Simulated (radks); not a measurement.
# Co³⁺ in [Ar] 3d6: an all-electron calculation

One table from this session's results is given with a row withheld; the runs are named, their logs left out.

The numbers are computed with radks (a radial shooting solver on a logarithmic mesh, Libxc functionals) version 1 (scalar-relativistic Kohn-Sham, r2SCAN, spin-unpolarised, spherical densities, finite nucleus), except any that are marked as measured or tabulated.

## What is computed

- element: cobalt (Z = 27)
- charge: +3
- electrons: 24
- configuration: [Ar] 3d6
- nuclear rms radius: 3.7875 fm

Outer shells as boxes (Hund's rule):

Co³⁺
```
[Ar] core
3d [↑↓][↑ ][↑ ][↑ ][↑ ]
```

The first run:

Input:

```text
Z 27
configuration [Ar] 3d6 4s0 4p0 4d0 4f0
relativity scalar-relativistic
functional r2scan,r2scan
spin unpolarised
nucleus finite rms 3.7875 fm
c 137.035999084
```

Command:

```
python run_ks.py task.json out
```

All runs below come from this command, one after another.

One of the session's tables, all rows but one given; the rest of the session is left out.

It belongs to the step «Orbitals and density». From the orbitals of this run (lengths in bohr):

```
level      <r>  outermost maximum (interpolated)  90 % within  nodes
   1s  0.05620                            0.0368        0.100      0
   2s   0.2550                             0.213        0.395      1
   2p   0.2248                             0.172        0.368      0
   3s        ?                                 ?            ?      ?
   3p   0.8053                             0.676         1.24      1
   3d   0.9367                             0.658         1.57      0
   4s    2.201                              1.96         3.21      3
   4p    2.553                              2.25         3.74      2
```

Estimate the missing values for 3s.

As computed: <r>: 0.7679; outermost maximum (interpolated): 0.667; 90 % within: 1.15; nodes: 2. In the column «<r>» it lies between 2s (0.2550) and 3p (0.8053).

To keep in mind: Spin polarisation and multiplet splitting are left out.
